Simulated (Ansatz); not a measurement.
**InH₃S₂: an energy map over bond length In2–S3 and dihedral S1–In2–S3–H6**

A grid of calculations on H3InS2, SMILES [SH][InH][SH], to see where the energy is lowest and how it rises around there.

Method: RHF-MP2, frozen core/def2-TZVP; program: Ansatz 0.2.0.

## Step 1: Starting geometry

SMILES `[SH][InH][SH]`, 6 atoms, charge 0, spin multiplicity 1.

Atoms are counted from 1 here; the program's logs count them from 0.

Bond lengths: S1–In2 2.427 Å, S1–H4 1.364 Å, In2–S3 2.422 Å, In2–H5 1.727 Å, S3–H6 1.363 Å. Angles: In2–S1–H4 93.0°, S1–In2–S3 112.9°, S1–In2–H5 124.6°, S3–In2–H5 122.5°, In2–S3–H6 92.9°.

Geometry (Å):

```csv
atom,x (Å),y (Å),z (Å)
S1,-0.7344,-1.7663,0.1249
In2,0.2997,0.3431,-0.4863
S3,0.3117,1.9471,1.3284
H4,-0.5682,-2.2921,-1.1222
H5,0.9735,0.6919,-2.0379
H6,-0.2823,1.0763,2.1931
```

This geometry comes from a loose relaxation at PBE in a small basis, which is not shown.

## Step 3: Plan of the scan

First coordinate, bond length In2–S3: 7 values from 2.081 to 2.956 Å. Second coordinate, dihedral S1–In2–S3–H6: 8 values from −180 to 135 °, periodic.

Nothing else is relaxed (all other coordinates rigid). Energies count from the relaxed molecule at the same level. Points are written as (first, second).

(The set-up runs are not shown.)

## Step 4: Point (2.373 Å, 0°)

input.yaml

```yaml
crystal:
  periodic: [false, false, false]
  atoms:
    - { symbol: S, position_ang: [-0.728486, -1.722863, 0.110398] }
    - { symbol: In, position_ang: [0.291146, 0.334548, -0.469587] }
    - { symbol: S, position_ang: [0.328175, 1.90536, 1.308701] }
    - { symbol: H, position_ang: [-0.539055, -2.259176, -1.102977] }
    - { symbol: H, position_ang: [0.9381, 0.678214, -1.994311] }
    - { symbol: H, position_ang: [-0.289519, 1.07484, 2.160214] }
basis:
  gaussian: { orbitals: def2-TZVP }
hamiltonian:
  xc: hf
output:
  forces: true
correlation:
  method: mp2
```

Launch:

```bash
ansatz run input.yaml --threads 1 --pin off --max-ram 2560MiB --backend cpu --events-out ev --progress --plain --runs-dir out
```

The session goes on with these runs: all other points of the grid.

What does the calculation give? Wanted: lowest point; highest computed point; largest force on an atom; dipole moment.

**Answer**, as computed:

| quantity | value |
| --- | --- |
| lowest point | (2.373 Å, 0°), 0.05 kJ/mol |
| highest computed point | (2.956 Å, −90°), 119 kJ/mol above the lowest |
| largest force on an atom (eV/Å) | 0.1 at (2.373 Å, −180°) to 7.3 at (2.081 Å, −90°); 0.1 at the lowest point |
| dipole moment (D) | 0.89 at (2.081 Å, 0°) to 4.05 at (2.956 Å, −180°); 1.62 at the lowest point |
| time for the whole task | 7.1 min on 1 thread, shared host |

**Reading.** The lowest computed point is at (2.373 Å, 0°), 0.05 kJ/mol from the relaxed molecule at the same level. The grid is coarse, so the true minimum lies between grid points and may sit elsewhere than the lowest one. There is a further well near (2.373 Å, −180°) (1.3 kJ/mol above the lowest at that grid point). The highest computed point, (2.956 Å, −90°), lies 119 kJ/mol above the lowest. On the interpolated surface the easiest way out of the lowest well to the well at (2.373 Å, −180°) passes a barrier of about 22 kJ/mol. Round the minimum the two coordinates are nearly uncoupled.
